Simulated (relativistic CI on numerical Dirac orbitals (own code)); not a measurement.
**Al¹¹⁺: one ion under different settings**

How much do the settings matter for Al¹¹⁺? One ion, several inputs.

Program: relativistic CI on numerical Dirac orbitals (own code) version 3. Level of theory: Dirac-Coulomb-Breit CI, KLI orbitals optimised for each configuration, model QED (radiative potential, 1s self-energy scaled to tabulated hydrogen-like ionisation energies), numerical settings as typed. These are calculated values, not measurements, unless marked.

**1. The atom as given**

| Item | Value |
| --- | --- |
| ion | Al¹¹⁺ (Al XII) |
| nuclear charge | 13 |
| electrons | 2 |
| isotope | A = 27 |

**2. The usual input**

The run's settings:

```ini
atom Al  Z=13  charge=11  electrons=2
nucleus A=27  rms_radius_fm=3.0610
hamiltonian dirac-coulomb  breit=on  qed=on  c_scale=1
orbitals kli  potential=per-configuration
slater_scale 1
correlation none
mixing on
grid step=0.0125 r_max=8.2
scf mixing=0.4 start=green max_iterations=150 tolerance=2e-08 node_fill=0.05
configurations
  1s2
  1s 2s
  1s 2p
end
```

Command:

```
$ python run_levels.py task.json out
```

task.json lists these runs, among others, and the program works through them in turn.

**3. Tolerance 1e-10**

Changes to the settings of step 2:

```diff
@@ -8,3 +8,3 @@
 grid step=0.0125 r_max=8.2
-scf mixing=0.4 start=green max_iterations=150 tolerance=2e-08 node_fill=0.05
+scf mixing=0.4 start=green max_iterations=150 tolerance=1e-10 node_fill=0.05
 configurations
```

**4. Nuclear radius 3.3671, iteration limit 30**

The run's settings:

```ini
atom Al  Z=13  charge=11  electrons=2
nucleus A=27  rms_radius_fm=3.3671
hamiltonian dirac-coulomb  breit=on  qed=on  c_scale=1
orbitals kli  potential=per-configuration
slater_scale 1
correlation none
mixing on
grid step=0.0125 r_max=8.2
scf mixing=0.4 start=green max_iterations=30 tolerance=2e-08 node_fill=0.05
configurations
  1s2
  1s 2s
  1s 2p
end
```

**5. Node fill 0.01**

The run's settings:

```ini
atom Al  Z=13  charge=11  electrons=2
nucleus A=27  rms_radius_fm=3.0610
hamiltonian dirac-coulomb  breit=on  qed=on  c_scale=1
orbitals kli  potential=per-configuration
slater_scale 1
correlation none
mixing on
grid step=0.0125 r_max=8.2
scf mixing=0.4 start=green max_iterations=150 tolerance=2e-08 node_fill=0.01
configurations
  1s2
  1s 2s
  1s 2p
end
```

**6. Speed-of-light factor 0.8, tolerance 1e-06, Slater scale 1.2**

The run's settings:

```ini
atom Al  Z=13  charge=11  electrons=2
nucleus A=27  rms_radius_fm=3.0610
hamiltonian dirac-coulomb  breit=on  qed=on  c_scale=0.8
orbitals kli  potential=per-configuration
slater_scale 1.2
correlation none
mixing on
grid step=0.0125 r_max=8.2
scf mixing=0.4 start=green max_iterations=150 tolerance=1e-06 node_fill=0.05
configurations
  1s2
  1s 2s
  1s 2p
end
```

(Steps that only read results are left out.)

Q: Predict the outcome of this session. Wanted: lowest level, usual settings; total energy; first excitation.

The runs gave:

| setting | total energy less usual (Ha) | largest shift of a level among the lowest eight of both runs, same label and place (cm⁻¹) | SCF iterations | time | lowest level | kind of change |
| --- | --- | --- | --- | --- | --- | --- |
| usual | 0 | 0 | 21 | 0.043 s | 1s2 1S0 | - |
| tolerance 1e-10 | 0 | 0 | 26 | 0.043 s | 1s2 1S0 | numerical |
| nuclear radius 3.3671, iteration limit 30 | 1.89e-05 | 2.17 | 21 | 0.042 s | 1s2 1S0 | unphysical constant |
| node fill 0.01 | 0 | 42.6 | 21 | 0.042 s | 1s2 1S0 | numerical |
| speed-of-light factor 0.8, tolerance 1e-06, Slater scale 1.2 | -0.185 | 28900 | 19 | 0.042 s | 1s2 1S0 | unphysical constant |

```
                    quantity         value
lowest level, usual settings       1s2 1S0
                total energy  -161.2886 Ha
            first excitation    1573.78 eV
```

**Reading.** Among the runs whose levels can be followed, they move most under «speed-of-light factor 0.8, tolerance 1e-06, Slater scale 1.2» (unphysical constant), by up to 28900 cm⁻¹. No visible change in the result comes from «tolerance 1e-10». Only the listed configurations are in the model.
